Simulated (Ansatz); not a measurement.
# C₃H₁₂BN₃: up Jacob's ladder to CCSD(T)

An exercise on one series of results from a longer session: the logs are not shown, and one member is left open.

The runs use Ansatz 0.2.0, Gaussian basis; functionals in def2-TZVPP, the program's frozen cores in correlated methods.

Levels to be run: LDA (SPW92), PBE-D4, revPBE-D4, BLYP-D4, r2SCAN-D4, B97M-V, PBE0-D4, B3LYP-D4, r2SCANh-D4, r2SCAN0-D4, HSE06-D4, BHLYP-D4, CAM-B3LYP-D4, LC-ωPBE, ωB97X-V, ωB97M-V, B2PLYP, PBE-QIDH; CCSD(T)/def2-SVP; CCSD(T)/def2-TZVPP; MP2/def2-QZVPP; extrapolation to the limit; RPA on PBE.

### Structure used throughout

The geometry comes from an earlier relaxation with PBE0-D4 in a triple-zeta def2 set; it is a stationary point, not always the lowest conformer.

19 atoms, charge 0, spin multiplicity 1.

Atoms are counted from 1 here; the program's logs count them from 0.

Bond lengths: C1–N2 1.438 Å, C1–H8 1.094 Å, C1–H9 1.093 Å, C1–H10 1.100 Å, N2–B3 1.428 Å, N2–H11 1.004 Å, B3–N4 1.428 Å, B3–N6 1.428 Å, N4–C5 1.438 Å, N4–H12 1.004 Å, C5–H13 1.100 Å, C5–H14 1.093 Å, C5–H15 1.094 Å, N6–C7 1.438 Å, N6–H16 1.004 Å, C7–H17 1.093 Å, C7–H18 1.094 Å, C7–H19 1.100 Å. Angles: N2–C1–H8 110.1°, N2–C1–H9 110.9°, N2–C1–H10 113.7°, H8–C1–H9 106.8°, H8–C1–H10 107.7°, H9–C1–H10 107.4°, C1–N2–B3 125.1°, C1–N2–H11 114.6°, B3–N2–H11 119.0°, N2–B3–N4 120.0°, N2–B3–N6 120.0°, N4–B3–N6 120.0°, B3–N4–C5 125.1°, B3–N4–H12 119.0°, C5–N4–H12 114.6°, N4–C5–H13 113.7°, N4–C5–H14 110.9°, N4–C5–H15 110.1° and more.

Set-up of the first run:

in.yaml

```yaml
crystal:
  periodic: [false, false, false]
  atoms:
    - {symbol: C, position_ang: [-1.256709, 2.188607, -0.308301]}
    - {symbol: N, position_ang: [-0.258847, 1.224544, -0.684955]}
    - {symbol: B, position_ang: [0.024877, 0.017273, 0.022939]}
    - {symbol: N, position_ang: [0.981646, -0.906672, -0.496699]}
    - {symbol: C, position_ang: [1.696282, -0.748217, -1.734116]}
    - {symbol: N, position_ang: [-0.685956, -0.290506, 1.222553]}
    - {symbol: C, position_ang: [-0.549503, -1.507918, 1.975089]}
    - {symbol: H, position_ang: [-2.158851, 1.679115, 0.041937]}
    - {symbol: H, position_ang: [-1.551876, 2.798740, -1.165764]}
    - {symbol: H, position_ang: [-0.931018, 2.875553, 0.487013]}
    - {symbol: H, position_ang: [0.391316, 1.545390, -1.379369]}
    - {symbol: H, position_ang: [1.344495, -1.622061, 0.106979]}
    - {symbol: H, position_ang: [2.565415, -0.077592, -1.660945]}
    - {symbol: H, position_ang: [2.057966, -1.712148, -2.101036]}
    - {symbol: H, position_ang: [1.031184, -0.346910, -2.503980]}
    - {symbol: H, position_ang: [-1.171492, 0.445480, 1.702600]}
    - {symbol: H, position_ang: [-1.430552, -1.681274, 2.598255]}
    - {symbol: H, position_ang: [-0.469439, -2.362368, 1.297139]}
    - {symbol: H, position_ang: [0.329162, -1.523336, 2.637060]}
basis:
  gaussian: {orbitals: def2-TZVPP}
hamiltonian: {xc: lda}
output: {orbitals: {seedname: orbitals}}
```

The run is started by

```
$ ansatz run in.yaml --threads 2 --pin off --events-out ev --progress --plain --max-ram 32768MiB --backend cuda --devices 0, --max-vram 18GiB
```

Among the steps run: LDA; PBE-D4 (GGA); revPBE-D4 (GGA); BLYP-D4 (GGA); r2SCAN-D4 (meta-GGA); B97M-V (meta-GGA); B3LYP-D4 (hybrid); r2SCANh-D4 (hybrid); r2SCAN0-D4 (hybrid); HSE06-D4 (hybrid); BHLYP-D4 (hybrid); CAM-B3LYP-D4 (range-separated); LC-ωPBE (range-separated); ωB97X-V (range-separated); ωB97M-V (range-separated); B2PLYP (double hybrid); PBE-QIDH (double hybrid).

One of the session's tables, all rows but one given; the rest of the session is left out.

It belongs to the step «Frontier levels by functional». 

| functional | HOMO (eV) | LUMO (eV) | gap (eV) |
| --- | --- | --- | --- |
| LDA (SPW92) | -4.83 | 0.10 | 4.94 |
| PBE-D4 | -4.70 | 0.26 | 4.96 |
| revPBE-D4 | -4.64 | 0.35 | 4.99 |
| BLYP-D4 | -4.59 | 0.26 | 4.85 |
| r2SCAN-D4 | ? | ? | ? |
| B97M-V | -5.10 | 0.41 | 5.51 |
| PBE0-D4 | -6.05 | 1.05 | 7.10 |
| B3LYP-D4 | -5.83 | 0.72 | 6.55 |
| r2SCANh-D4 | -5.46 | 1.18 | 6.65 |
| r2SCAN0-D4 | -6.24 | 1.50 | 7.73 |
| HSE06-D4 | -5.64 | 0.68 | 6.33 |
| BHLYP-D4 | -7.34 | 1.62 | 8.96 |
| CAM-B3LYP-D4 | -7.44 | 1.77 | 9.22 |
| LC-ωPBE | -8.80 | 3.05 | 11.85 |
| ωB97X-V | -8.46 | 2.82 | 11.29 |
| ωB97M-V | -8.39 | 2.35 | 10.74 |

**Question.** Estimate the row for r2SCAN-D4.

Worked estimate for «HOMO (eV)». Against the share of exact exchange, r2SCANh-D4 (0.1, -5.46), r2SCAN0-D4 (0.25, -6.24) give a slope of -5.20 per unit share; at 0 the line stands at -4.94.

**Answer.** HOMO (eV): -4.95; LUMO (eV): 0.96; gap (eV): 5.92. In «HOMO (eV)» the line misses by +0.01.
